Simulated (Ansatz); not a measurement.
**BaAlGe: convergence and cost**

One table from this session's results is given with a row withheld; the runs are named, their logs left out.

Computed with Ansatz 0.2.0 (DFT PBEsol, scalar-relativistic, plane waves, PAW, unless a step's input says otherwise).

### The starting structure

The structure is hexagonal, space group P-6m2 (No. 187). The conventional cell has a = 4.353 Å, b = 4.353 Å, c = 5.228 Å, α = 90.00°, β = 90.00°, γ = 120.00°. Ba (site symmetry -6m2) has 6 Al at 3.63 Å and 6 Ge at 3.63 Å as nearest neighbours. Around Al (site symmetry -6m2) lie 3 Ge at 2.51 Å. Around Ge (site symmetry -6m2) lie 3 Al at 2.51 Å.

Coordinates:

```cif
data_structure
_symmetry_space_group_name_H-M 'P 1'
_symmetry_Int_Tables_number 1
_cell_length_a 4.3526
_cell_length_b 4.3526
_cell_length_c 5.2278
_cell_angle_alpha 90.000
_cell_angle_beta 90.000
_cell_angle_gamma 120.000
_cell_volume 85.77
loop_
_atom_site_label
_atom_site_type_symbol
_atom_site_fract_x
_atom_site_fract_y
_atom_site_fract_z
_atom_site_occupancy
Ba1 Ba 0.00000 0.00000 0.00000 1
Al1 Al 0.66667 0.33333 0.50000 1
Ge1 Ge 0.33333 0.66667 0.50000 1
```

The structure comes from the Materials Project (structure only); it is used as listed.

Set-up of the first run:

input.yaml reads:

```yaml
crystal:
  lattice:
    - [4.3526167746, 0.0, 0.0]
    - [-2.1763083873, 3.7694766997, 0.0]
    - [0.0, 0.0, 5.2277673]
  atoms:
    - { symbol: Ba, position: [0.0, 0.0, 0.0] }
    - { symbol: Al, position: [0.66666667, 0.33333333, 0.5] }
    - { symbol: Ge, position: [0.33333333, 0.66666667, 0.5] }
basis:
  ecutwfc: 420
kpoints:
  mp_grid: { grid: [6, 6, 4] }
hamiltonian:
  xc: pbesol
scf:
  occupations: { method: gaussian, width: 0.1 }
output:
  forces: true
  stress: true
  eigenvalues: true
```

Steps of the session up to this table: A first look at the start; Base run on a denser mesh; Plane-wave cutoff set to 250 eV; Plane-wave cutoff: 300 eV; Plane-wave cutoff set to 350 eV; Plane-wave cutoff set to 500 eV.

One of the session's tables, all rows but one given; the rest of the session is left out.

It belongs to the step «The sweep of the plane-wave cutoff side by side». 

```
cutoff (eV)  ΔE (meV/atom)  pressure (GPa)
        250            484           -1.53
        300              ?               ?
        350           5.84           -1.54
        420           0.42           -1.56
        500           0.00           -1.56
```

Estimate the missing values for cutoff (eV) = 300.

Worked estimate for «ΔE (meV/atom)». A straight line through the neighbours (250, 484) and (350, 5.84) gives 484 + (5.84 − 484) × (300 − 250) / (350 − 250) = 244.9; a parabola fitted to 3 rows on both sides gives 175.7.

The run gave: ΔE (meV/atom): 59.9; pressure (GPa): -1.47. In «ΔE (meV/atom)» the line misses by +185.0 and the parabola by +115.8.

To keep in mind: Warnings in the runs' records: cutoff below recommended.
